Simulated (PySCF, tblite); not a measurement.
**C₇H₈NS radical: geometry, infrared bands and EPR parameters**

Aim: predict the infrared bands and EPR parameters of C₇H₈NS radical (`CNc1ccc([S])cc1`).

Computed with tblite 0.8.0 and PySCF 2.14.0, with density-fitted response routines of our own, on a single molecule in the gas phase. Atoms are numbered from 0 throughout.

**1. Starting geometry**

17 atoms, charge 0, multiplicity 2; geometry from: force field or distance geometry start.

Bonds of the start (Å): C0–N1 1.45, N1–C2 1.37, C2–C3 1.41, C3–C4 1.40, C4–C5 1.39, C5–S6 1.79, C5–C7 1.39, C7–C8 1.40, C8–C2 1.40, C0–H9 1.08, C0–H10 1.10, C0–H11 1.10, N1–H12 1.02, C3–H13 1.08, C4–H14 1.09, C7–H15 1.09, C8–H16 1.08.

**2. Geometry optimisation with GFN2-xTB**

The job: settings as JSON, then the geometry in Å.

```
{"job": {"kind": "relax", "xc": "GFN2-xTB", "basis": "xTB"}, "charge": 0, "multiplicity": 2}
C      2.641100    -0.334600    -0.619800
N      1.688700     0.511000     0.070500
C      0.340200     0.257500     0.125600
C     -0.497900     1.149400     0.824500
C     -1.882700     0.942400     0.917300
C     -2.464900    -0.146200     0.269300
S     -4.237100    -0.403600     0.362100
C     -1.656200    -1.029000    -0.434900
C     -0.272700    -0.832000    -0.510200
H      3.638400     0.072000    -0.497200
H      2.409600    -0.368300    -1.692500
H      2.631200    -1.352200    -0.212600
H      2.032500     1.322200     0.580400
H     -0.070400     2.001200     1.339000
H     -2.502000     1.650900     1.469400
H     -2.112200    -1.886300    -0.927700
H      0.307300    -1.542400    -1.073100
```

Run with:

```sh
OMP_NUM_THREADS=1 python probes_run.py task.json out
```

This one command runs all jobs of the session in turn.

**Question.** This job is followed by: GFN2-xTB harmonic vibrations, gas phase; UKS B3LYP, pcH-1 on C H N S, non-relativistic, mean-field spin-orbit, GIAO. What will the session give for the following? strongest single infrared mode (GFN2-xTB); zero-point energy (GFN2-xTB); g(iso) (B3LYP); ⟨S²⟩; largest a(iso) (averaged by class); potential on the surface of density 0.002 e/bohr³, 1st and 99th percentile; property runs in this session.

As calculated:

```
                                                                  quantity                                            value
                                 strongest single infrared mode (GFN2-xTB)                            1586 cm⁻¹, 365 km/mol
                                              zero-point energy (GFN2-xTB)                                    82.0 kcal/mol
                                                            g(iso) (B3LYP)                                          2.03456
                                                                      ⟨S²⟩                               0.761 (exact 0.75)
                                        largest a(iso) (averaged by class)                             13C on C5, -15.6 MHz
potential on the surface of density 0.002 e/bohr³, 1st and 99th percentile                               -1.49 V and 2.37 V
                                             property runs in this session  1, of which 0 failed and 1 gave unsound results
```

**Reading.** Over 20 steps the energy fell by 0.139 eV; of the close pairs, C5–S6 changed most, 1.793 to 1.709 Å. The lowest mode is imaginary (48i cm⁻¹), so the xTB geometry is not a minimum: the zero-point energy counts the real modes alone, and all values at this geometry belong to a saddle point. The strongest single mode, at 1586 cm⁻¹, is spread over several atoms, C3, C8, C4, C7 among them. GFN2-xTB is a fitted tight-binding method: band positions and strengths are rough. Its intensities can rank the bands wrongly. Most of the unpaired spin sits on S6 (0.66 e). The isotropic g lies 32.2 ppt above the free-electron value. These values are not to be trusted: the run shows nearly degenerate orbitals, where second-order g theory doesn't apply. The conformer search found further structures of the same energy, which may be mirror or relabelled copies of this one.
